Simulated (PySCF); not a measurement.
# GeH9NSi2: the cost of one run

Programs: PySCF 2.14.0, with density-fitted response routines of our own. Each step states its level of theory. These are calculated values for one molecule in the gas phase, unless marked as measured. Atoms are numbered from 0 throughout.

### 1 Starting geometry

13 atoms, charge 0, multiplicity 1; geometry from: PBE0-D3(BJ)/def2-SVP.

Bonds of the start (Å): Si0–N1 1.75, N1–Si2 1.75, N1–Ge3 1.86, Si0–H4 1.49, Si0–H5 1.50, Si0–H6 1.49, Si2–H7 1.49, Si2–H8 1.49, Si2–H9 1.50, Ge3–H10 1.54, Ge3–H11 1.54, Ge3–H12 1.54.

### 2 Shielding tensors: HF/pcSseg-1

The job: settings as JSON, then the geometry in Å.

```
{"job": {"kind": "nmr", "xc": "HF", "basis": "pcSseg-1", "pop": false}, "charge": 0, "multiplicity": 1}
Si    -0.114034     1.619630     0.574579
N     -0.237095    -0.029863    -0.000228
Si    -1.793272    -0.753564    -0.348947
Ge     1.272002    -1.116735     0.052067
H     -1.211791     2.429632    -0.034270
H     -0.228406     1.730900     2.064659
H      1.215331     2.177958     0.179977
H     -2.708958     0.294601    -0.891757
H     -1.610594    -1.845171    -1.353539
H     -2.444308    -1.354162     0.859925
H      1.440351    -1.751973     1.447722
H      1.081939    -2.219087    -1.002976
H      2.489106    -0.232622    -0.266693
```

Level: GIAO HF/pcSseg-1 NMR shielding, non-relativistic, gas phase.

On the command line:

```bash
OMP_NUM_THREADS=1 python probes_run.py task.json out
```

One launch serves the whole session: the jobs run in the order shown.

Q: Estimate the wall time and peak memory of this first job on 1 thread of Arm Neoverse V2, shared host.

About 8.2 s, with a peak of 0.82 GiB.
